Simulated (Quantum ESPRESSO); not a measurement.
# GeMo2 in Quantum ESPRESSO: a series of runs, part 2 of 2

Quantum ESPRESSO 7.5. Earlier steps stand in the parts before.

**3. Work function, PBE**

The input, pw.in:

```
&CONTROL
  calculation = 'scf'
  prefix = 'pwscf'
  outdir = './tmp'
  pseudo_dir = './pseudo'
  tprnfor = .true.
  disk_io = 'low'
/
&SYSTEM
  ibrav = 0
  celldm(1) = 8
  nat = 3
  ntyp = 2
  ecutwfc = 80
  nbnd = 30
  occupations = 'smearing'
  smearing = 'fd'
  degauss = 0.00367493
/
&ELECTRONS
  conv_thr = 3d-09
  electron_maxstep = 150
  mixing_beta = 0.3
  mixing_mode = 'local-TF'
/
ATOMIC_SPECIES
Ge    72.6300 Ge.upf
Mo    95.9500 Mo.upf
CELL_PARAMETERS alat
  0.6874138615668   0.0000000000000  -0.0000000000000
  0.0000000000000   0.6874138615668  -0.0000000000000
 -0.0000000000000  -0.0000000000000   7.0161373609881
ATOMIC_POSITIONS crystal
Ge     0.5000000000    0.5000000000    0.2861700000
Mo     0.0000000000    0.0000000000    0.3386400000
Mo     0.0000000000    0.0000000000    0.2337100000
K_POINTS automatic
11 11 1 0 0 0
```

The input, pp_density.in:

```
&INPUTPP
  prefix = 'pwscf'
  outdir = './tmp'
  filplot = 'density.dat'
  plot_num = 0
/
&PLOT
  nfile = 1
  filepp(1) = 'density.dat'
  iflag = 3
  output_format = 6
  fileout = 'density.cube'
/
```

The input, pp_potential.in:

```
&INPUTPP
  prefix = 'pwscf'
  outdir = './tmp'
  filplot = 'potential.dat'
  plot_num = 11
/
&PLOT
  nfile = 1
  filepp(1) = 'potential.dat'
  iflag = 3
  output_format = 6
  fileout = 'potential.cube'
/
```

The input, pp_elf.in:

```
&INPUTPP
  prefix = 'pwscf'
  outdir = './tmp'
  filplot = 'elf.dat'
  plot_num = 8
/
&PLOT
  nfile = 1
  filepp(1) = 'elf.dat'
  iflag = 3
  output_format = 6
  fileout = 'elf.cube'
/
```

Potentials or basis: PseudoDojo 0.4.1 SR PBE standard.

Command:

```console
$ OMP_NUM_THREADS=1 mpirun -n 2 pw.x -nk 2 -in pw.in > pw.out
$ OMP_NUM_THREADS=1 mpirun -n 1 pp.x -in pp_density.in > pp_density.out
$ OMP_NUM_THREADS=1 mpirun -n 1 pp.x -in pp_potential.in > pp_potential.out
$ OMP_NUM_THREADS=1 mpirun -n 1 pp.x -in pp_elf.in > pp_elf.out
```

pw.out:

```text
This program is part of the open-source Quantum ESPRESSO suite
     for quantum simulation of materials; please cite
         "P. Giannozzi et al., J. Phys.:Condens. Matter 21 395502 (2009);
         "P. Giannozzi et al., J. Phys.:Condens. Matter 29 465901 (2017);
         "P. Giannozzi et al., J. Chem. Phys. 152 154105 (2020);
     in publications or presentations arising from this work. More details at

     Message from routine setup:
     using ibrav=0 with symmetry is DISCOURAGED, use correct ibrav instead

     K-points division:     npool     =       2
     Subspace diagonalization in iterative solution of the eigenvalue problem:
     a serial algorithm will be used

     G-vector sticks info
     --------------------
     sticks:   dense  smooth     PW     G-vecs:    dense   smooth      PW
     Sum         777     777    221               164151   164151   25961

     Using Slab Decomposition

     bravais-lattice index     =            0
     lattice parameter (alat)  =       8.0000  a.u.
     unit-cell volume          =    1697.4798 (a.u.)^3
     number of atoms/cell      =            3
     number of atomic types    =            2
     number of electrons       =        42.00
     number of Kohn-Sham states=           30
     kinetic-energy cutoff     =      80.0000  Ry
     charge density cutoff     =     320.0000  Ry
     scf convergence threshold =      3.0E-09
     mixing beta               =       0.3000
     number of iterations used =            8  local-TF  mixing
     Exchange-correlation= PBE
                           (   1   4   3   4   0   0   0)

     celldm(1)=   8.000000  celldm(2)=   0.000000  celldm(3)=   0.000000
     celldm(4)=   0.000000  celldm(5)=   0.000000  celldm(6)=   0.000000

     crystal axes: (cart. coord. in units of alat)
               a(1) = (   0.687414   0.000000  -0.000000 )
               a(2) = (   0.000000   0.687414  -0.000000 )
               a(3) = (  -0.000000  -0.000000   7.016137 )

     reciprocal axes: (cart. coord. in units 2 pi/alat)
               b(1) = (  1.454728  0.000000  0.000000 )
               b(2) = (  0.000000  1.454728  0.000000 )
               b(3) = (  0.000000  0.000000  0.142529 )

     PseudoPot. # 1 for Ge read from file:
     Ge.upf
     Pseudo is Norm-conserving + core correction, Zval = 14.0
     Generated using ONCVPSP code by D. R. Hamann
     Using radial grid of 1560 points,  6 beta functions with:
                l(1) =   0
                l(2) =   0
                l(3) =   1
                l(4) =   1
                l(5) =   2
                l(6) =   2

     PseudoPot. # 2 for Mo read from file:
     Mo.upf
     Pseudo is Norm-conserving + core correction, Zval = 14.0
     Generated using ONCVPSP code by D. R. Hamann
     Using radial grid of 1640 points,  6 beta functions with:
                l(1) =   0
                l(2) =   0
                l(3) =   1
                l(4) =   1
                l(5) =   2
                l(6) =   2

     atomic species   valence    mass     pseudopotential
     Ge               14.00    72.63000     Ge( 1.00)
     Mo               14.00    95.95000     Mo( 1.00)

      8 Sym. Ops. (no inversion) found

   Cartesian axes

     site n.     atom                  positions (alat units)
         1        Ge     tau(   1) = (   0.3437069   0.3437069   2.0078080  )
         2        Mo     tau(   2) = (   0.0000000   0.0000000   2.3759448  )
         3        Mo     tau(   3) = (   0.0000000   0.0000000   1.6397415  )

     number of k points=    21  Fermi-Dirac smearing, width (Ry)=  0.0037
                       cart. coord. in units 2pi/alat
        k(    1) = (   0.0000000   0.0000000   0.0000000), wk =   0.0165289
        k(    2) = (   0.0000000   0.1322480   0.0000000), wk =   0.0661157
        k(    3) = (   0.0000000   0.2644959   0.0000000), wk =   0.0661157
        k(    4) = (   0.0000000   0.3967439   0.0000000), wk =   0.0661157
        k(    5) = (   0.0000000   0.5289919   0.0000000), wk =   0.0661157
        k(    6) = (   0.0000000   0.6612399   0.0000000), wk =   0.0661157
[... 13 lines left out ...]
        k(   20) = (   0.5289919   0.6612399   0.0000000), wk =   0.1322314
        k(   21) = (   0.6612399   0.6612399   0.0000000), wk =   0.0661157

     Dense  grid:   164151 G-vectors     FFT dimensions: (  32,  32, 320)

     Initial potential from superposition of free atoms

     starting charge      41.9963, renormalised to      42.0000

     negative rho (up, down):  6.300E-05 0.000E+00
     Starting wfcs are   29 randomized atomic wfcs +    1 random wfcs

     Self-consistent Calculation

     iteration #  1     ecut=    80.00 Ry     beta= 0.30
     Davidson diagonalization with overlap
     ethr =  1.00E-02,  avg # of iterations =  4.4

     negative rho (up, down):  1.853E-07 0.000E+00

     total energy              =    -459.55440940 Ry
     estimated scf accuracy    <       0.84639568 Ry

     iteration #  2     ecut=    80.00 Ry     beta= 0.30
     Davidson diagonalization with overlap
     ethr =  2.02E-03,  avg # of iterations =  1.1

     negative rho (up, down):  3.693E-06 0.000E+00

     total energy              =    -459.39296026 Ry
     estimated scf accuracy    <       0.48856196 Ry

     iteration #  3     ecut=    80.00 Ry     beta= 0.30
     Davidson diagonalization with overlap
     ethr =  1.16E-03,  avg # of iterations =  3.9

     total energy              =    -459.47037000 Ry
     estimated scf accuracy    <       0.02959193 Ry

     iteration #  4     ecut=    80.00 Ry     beta= 0.30
     Davidson diagonalization with overlap
     ethr =  7.05E-05,  avg # of iterations =  8.5

     total energy              =    -459.47389266 Ry
     estimated scf accuracy    <       0.03768752 Ry
[... 121 lines left out ...]
     iteration # 19     ecut=    80.00 Ry     beta= 0.30
     Davidson diagonalization with overlap
     ethr =  9.82E-11,  avg # of iterations =  3.0

     negative rho (up, down):  2.444E-05 0.000E+00

     total energy              =    -459.47610384 Ry
     estimated scf accuracy    <       0.00000001 Ry

     iteration # 20     ecut=    80.00 Ry     beta= 0.30
     Davidson diagonalization with overlap
     ethr =  3.28E-11,  avg # of iterations =  5.3

     negative rho (up, down):  1.773E-05 0.000E+00

     total energy              =    -459.47610375 Ry
     estimated scf accuracy    <          5.0E-09 Ry

     iteration # 21     ecut=    80.00 Ry     beta= 0.30
     Davidson diagonalization with overlap
     ethr =  1.19E-11,  avg # of iterations =  1.7

     End of self-consistent calculation

          k = 0.0000 0.0000 0.0000 ( 20479 PWs)   bands (ev):

   -60.9397 -60.9262 -35.1969 -35.0173 -34.7512 -34.7512 -34.7400 -34.7400
   -24.7073 -24.5897 -24.5865 -24.5735 -24.5735 -11.8708  -6.0242  -3.2311
    -3.1537  -2.8018  -0.6878  -0.6878  -0.5868  -0.3302   1.2591   1.2591
     2.0719   2.1455   2.6260   4.2032   4.3609   4.5810

          k = 0.0000 0.1322 0.0000 ( 20449 PWs)   bands (ev):

   -60.9353 -60.9219 -35.1908 -35.0130 -34.7978 -34.7849 -34.7474 -34.7357
   -24.6998 -24.5924 -24.5829 -24.5770 -24.5742 -11.7439  -5.8235  -3.1913
    -3.0558  -2.6648  -1.3749  -0.6337  -0.3539   0.0404   0.8298   1.2798
     1.8136   1.9422   3.0924   4.3558   4.5452   4.7302

          k = 0.0000 0.2645 0.0000 ( 20464 PWs)   bands (ev):

   -60.9235 -60.9104 -35.1745 -35.0015 -34.9210 -34.9038 -34.7373 -34.7243
   -24.6816 -24.5999 -24.5863 -24.5762 -24.5715 -11.3795  -5.2703  -3.4760
    -2.7949  -2.2939  -1.7031  -0.6473  -0.5017   0.5115   0.6449   1.2532
     1.3224   1.4606   3.8053   4.7931   4.9098   5.0698

          k = 0.0000 0.3967 0.0000 ( 20494 PWs)   bands (ev):

   -60.9081 -60.8952 -35.1547 -35.0777 -35.0575 -34.9857 -34.7240 -34.7093
   -24.6625 -24.6096 -24.5982 -24.5788 -24.5520 -10.8248  -4.4976  -4.3650
    -2.5790  -1.9546  -1.2743  -1.0281  -0.4091   0.6872   0.7676   0.8691
     1.2255   1.4237   4.1615   4.5164   5.5269   5.8488

          k = 0.0000 0.5290 0.0000 ( 20556 PWs)   bands (ev):
[... 97 lines left out ...]
          k = 0.5290 0.5290 0.0000 ( 20527 PWs)   bands (ev):

   -60.8492 -60.8369 -35.1672 -35.1554 -35.1445 -35.1394 -35.0766 -34.9221
   -24.6479 -24.6064 -24.6028 -24.5448 -24.5247  -8.7816  -4.9001  -4.4319
    -4.3148  -1.5043  -1.0641  -0.6405   0.8614   0.9408   1.3136   1.3772
     2.2775   2.6065   4.5220   5.7668   7.3126   8.2681

          k = 0.5290 0.6612 0.0000 ( 20538 PWs)   bands (ev):

   -60.8410 -60.8287 -35.2407 -35.2213 -35.1493 -35.1320 -35.0675 -34.9131
   -24.6531 -24.6089 -24.6041 -24.5344 -24.5149  -8.3326  -5.3521  -4.6733
    -4.5333  -1.4125  -1.1569  -0.6592   1.0353   1.4359   1.6622   1.9576
     2.0261   4.0640   4.1214   6.5465   6.6446   7.7221

          k = 0.6612 0.6612 0.0000 ( 20495 PWs)   bands (ev):

   -60.8328 -60.8206 -35.2287 -35.2272 -35.2113 -35.2107 -35.0588 -34.9039
   -24.6584 -24.6083 -24.6078 -24.5154 -24.5140  -7.8976  -5.3330  -5.2643
    -4.8137  -1.3971  -0.9781  -0.9203   1.1857   1.7745   2.0142   2.0706
     3.2028   3.8565   4.9697   6.1379   6.8256   7.3275

     the Fermi energy is    -0.0233 ev

!    total energy              =    -459.47610364 Ry
     estimated scf accuracy    <          2.9E-09 Ry
     smearing contrib. (-TS)   =      -0.00156128 Ry
     internal energy E=F+TS    =    -459.47454237 Ry

     The total energy is F=E-TS. E is the sum of the following terms:
     one-electron contribution =   -4973.86864077 Ry
     hartree contribution      =    2487.54961990 Ry
     xc contribution           =     -84.93311788 Ry
     ewald contribution        =    2111.77759639 Ry

     convergence has been achieved in  21 iterations

     Forces acting on atoms (cartesian axes, Ry/au):

     atom    1 type  1   force =     0.00000000    0.00000000    0.00007104
     atom    2 type  2   force =     0.00000000    0.00000000    0.00286659
     atom    3 type  2   force =     0.00000000    0.00000000   -0.00293763

     Total force =     0.004105     Total SCF correction =     0.000129

=------------------------------------------------------------------------------=
   JOB DONE.
=------------------------------------------------------------------------------=
```

Wall time 2.8 min (2 MPI ranks of Arm Neoverse V2, shared host); peak memory 0.7 GiB.

Results:

| Quantity | Value |
| --- | --- |
| Free energy | -6251.4909 eV |
| Largest force | 0.076 eV/Å |
| Band gap on the k mesh | none (metal or under the smearing width) |
| Work function of the upper face | 4.52 eV |
| Work function of the lower face | 4.52 eV |

Forces on the atoms (eV/Å):
```
Ge   0.000  0.000  0.002
Mo   0.000  0.000  0.074
Mo   0.000  0.000 -0.076
```
